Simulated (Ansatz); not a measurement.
# CH6AlBS: a nudged elastic band in two tries

Wanted: a band of images between two relaxed ends, and a check that the input is sound. SMILES of the start: C[B]([AlH2])S.

Program: Ansatz 0.2.0. Level of theory: RKS PBE-D4/def2-SVP. These are calculated values, not measurements.

### 1 The structure to begin with

Bond lengths: C1–B2 1.576 Å, B2–Al3 2.145 Å, B2–S4 1.797 Å, C1–H5 1.114 Å, C1–H6 1.110 Å, C1–H7 1.113 Å, Al3–H8 1.615 Å, Al3–H9 1.610 Å, S4–H10 1.368 Å. Angles: C1–B2–Al3 126.7°, C1–B2–S4 116.6°, Al3–B2–S4 116.7°, B2–C1–H5 109.3°, B2–C1–H6 116.1°, B2–C1–H7 109.9°, H5–C1–H6 108.1°, H5–C1–H7 104.3°, H6–C1–H7 108.4°, B2–Al3–H8 117.3°, B2–Al3–H9 125.5°, H8–Al3–H9 117.2°, B2–S4–H10 100.1°.

Coordinates:

```xyz
10

C    -0.8843    1.3653   -0.2904
B     0.0867    0.1245   -0.3443
Al    0.3861   -1.3372    1.1967
S     1.0294   -0.0952   -1.8585
H    -0.6008    2.0186    0.5658
H    -0.9256    1.9939   -1.2044
H    -1.9170    1.0276   -0.0493
H     1.5486   -2.4340    0.9632
H    -0.4672   -1.4475    2.5579
H     1.7442   -1.2160   -1.5368
```

### 2 First attempt

input.yaml

```yaml
crystal:
  periodic: [false, false, false]
  atoms:
    - { symbol: C, position_ang: [-0.884308, 1.365304, -0.290368] }
    - { symbol: B, position_ang: [0.086676, 0.124526, -0.34425] }
    - { symbol: Al, position_ang: [0.386057, -1.337158, 1.196665] }
    - { symbol: S, position_ang: [1.029368, -0.095247, -1.858535] }
    - { symbol: H, position_ang: [-0.600848, 2.018559, 0.565819] }
    - { symbol: H, position_ang: [-0.92556, 1.993917, -1.20435] }
    - { symbol: H, position_ang: [-1.916969, 1.02757, -0.049289] }
    - { symbol: H, position_ang: [1.54859, -2.43404, 0.963212] }
    - { symbol: H, position_ang: [-0.467215, -1.447457, 2.557928] }
    - { symbol: H, position_ang: [1.744219, -1.215973, -1.536833] }
basis:
  gaussian: { orbitals: def2-SVP }
hamiltonian:
  xc: pbe
  dispersion: d4
neb:
  order_check: false
  images: 9
  f_tol: 0.05
  max_iterations: 8
  final_atoms:
    - { symbol: C, position_ang: [-1.00901229, 1.19155722, -0.36676458] }
    - { symbol: B, position_ang: [-0.34622242, -0.23563727, -0.11754657] }
    - { symbol: Al, position_ang: [0.72316887, -0.79550026, 1.6194204] }
    - { symbol: S, position_ang: [1.57105967, -0.34956593, -0.69729962] }
    - { symbol: H, position_ang: [-1.96825358, 1.27215339, 0.18546031] }
    - { symbol: H, position_ang: [-0.3804968, 2.05351704, -0.06306119] }
    - { symbol: H, position_ang: [-1.24138247, 1.31825498, -1.44739531] }
    - { symbol: H, position_ang: [-0.9386096, -1.26406661, -0.43034314] }
    - { symbol: H, position_ang: [1.94631819, -1.52856228, 2.37968199] }
  initial_path: idpp
```

Launch:

```console
$ ansatz run input.yaml --threads 2 --pin off --max-ram 3072MiB --backend cpu --events-out ev --progress --plain --runs-dir out
```

**Question.** What will these runs give? Wanted: first try.

The runs gave:

| quantity | value |
| --- | --- |
| first try | refused |
| cause | the second end lists one atom fewer than the first |

**Reading.** The fault in the first input was caught at the input check and cost nothing.
